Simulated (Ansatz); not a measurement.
Run this with Ansatz 0.2.0 through its Python package and show what comes out.

`opt_ch10si3.py`
```python
"""Geometry optimisation of CH10Si3."""

import itertools

import ansatz as az
from ase import Atoms
from ase.data import atomic_numbers, covalent_radii
import numpy as np


def main() -> None:
    atoms = Atoms(["C", "Si", "Si", "Si", "H", "H", "H", "H", "H", "H", "H", "H", "H", "H"], positions=[
        (-0.5738, 1.2897, -1.2082),
        (-0.5133, 0.3089, 0.3112),
        (1.5685, 0.4607, 1.1876),
        (-0.7077, -1.8974, -0.2073),
        (-1.6091, 1.241, -1.6994),
        (-0.4573, 2.4104, -1.0026),
        (0.1451, 1.0352, -1.9639),
        (-1.4975, 0.7769, 1.2916),
        (1.7187, -0.3657, 2.4628),
        (1.9064, 1.8701, 1.5869),
        (2.5962, 0.005, 0.2267),
        (-0.6457, -2.7387, 1.0343),
        (0.2032, -2.3074, -1.1983),
        (-2.1467, -2.1179, -0.7925),
    ])
    molecule = az.Crystal.molecule_from_ase(atoms)

    calc = (
        molecule.calculation()
        .basis(gaussian="def2-SVP")
        .functional("pbe")
    )
    symbols = [site.symbol for site in molecule.cartesian_sites]
    start = np.array([site.position_ang for site in molecule.cartesian_sites], dtype=float)
    def progress(event):
        if event["event"] == "relax_step":
            row = event["data"]
            print(f"step {row['step']:3d}  E = {row['lagrangian_ev']:.6f} eV  largest force component {row['allowed_force_max_ev_ang']:.4f} eV/A")


    report = calc.relax(force_tolerance=0.02).session().plan().execute(on_event=progress).report
    end = np.array(report["positions_ang"])

    print(f"E = {report['free_energy_ev']:.6f} eV = {report['free_energy_ev'] / 27.211386246:.7f} Ha")
    print("converged:", report["converged"], " doubts:", report["published_state_doubts"] or "none")

    # pairs closer than 1.2 times the sum of covalent radii, before or after
    radius = [covalent_radii[atomic_numbers[s]] for s in symbols]
    span = lambda where, i, j: np.linalg.norm(where[i] - where[j])
    bonded = [(i, j) for i, j in itertools.combinations(range(len(symbols)), 2) if min(span(start, i, j), span(end, i, j)) < 1.2 * (radius[i] + radius[j])]
    print("pair        before    after (A)")
    for i, j in bonded:
        print(f"{symbols[i]}{i}-{symbols[j]}{j}".ljust(10), f"{span(start, i, j):8.4f} {span(end, i, j):8.4f}")
    with open("ch10si3_opt.xyz", "w") as handle:
        handle.write(f"{len(symbols)}\nrelaxed CH10Si3\n")
        handle.writelines(f"{s:2s} {x:11.6f} {y:11.6f} {z:11.6f}\n" for s, (x, y, z) in zip(symbols, end))


if __name__ == "__main__":
    main()
```

Output of `python opt_ch10si3.py`:
```text
step   1  E = -24809.753378 eV  largest force component 2.7893 eV/A
step   2  E = -24810.146262 eV  largest force component 1.0300 eV/A
step   3  E = -24810.217309 eV  largest force component 0.1233 eV/A
step   4  E = -24810.220530 eV  largest force component 0.0514 eV/A
step   5  E = -24810.220868 eV  largest force component 0.0064 eV/A
E = -24810.220911 eV = -911.7588015 Ha
converged: True  doubts: none
pair        before    after (A)
C0-Si1       1.8095   1.9051
C0-H4        1.1470   1.1088
C0-H5        1.1453   1.1088
C0-H6        1.0736   1.1085
Si1-Si2      2.2638   2.3591
Si1-Si3      2.2747   2.3591
Si1-H7       1.4659   1.5111
Si2-H8       1.5270   1.5064
Si2-H9       1.5033   1.5079
Si2-H10      1.4789   1.5078
Si3-H11      1.5011   1.5064
Si3-H12      1.4071   1.5077
Si3-H13      1.5690   1.5079
```

File `ch10si3_opt.xyz` afterwards:
```text
14
relaxed CH10Si3
C    -0.625320    1.382794   -1.268996
Si   -0.467510    0.297440    0.288715
Si    1.669465    0.515389    1.263906
Si   -0.839229   -1.976158   -0.219088
H    -1.632742    1.275923   -1.719634
H    -0.470197    2.451512   -1.017684
H     0.127416    1.092326   -2.029117
H    -1.493815    0.719855    1.314181
H     1.777266   -0.323415    2.510529
H     1.962161    1.949033    1.628158
H     2.727664    0.055552    0.293295
H    -0.726261   -2.827314    1.018685
H     0.185120   -2.455709   -1.216089
H    -2.207018   -2.186426   -0.817963
```

Reading the output:
- Total energies depend on the basis set; only differences at equal settings carry meaning.
- The end point is the stationary point reached from this start; no frequency run checks that it is a minimum, and the basis set is modest.
- Timing: 26 s on 1 thread of Arm Neoverse V1 (shared host), peak memory 0.23 GiB.

(Lines on the test bed's own set-up are left out of the output.)
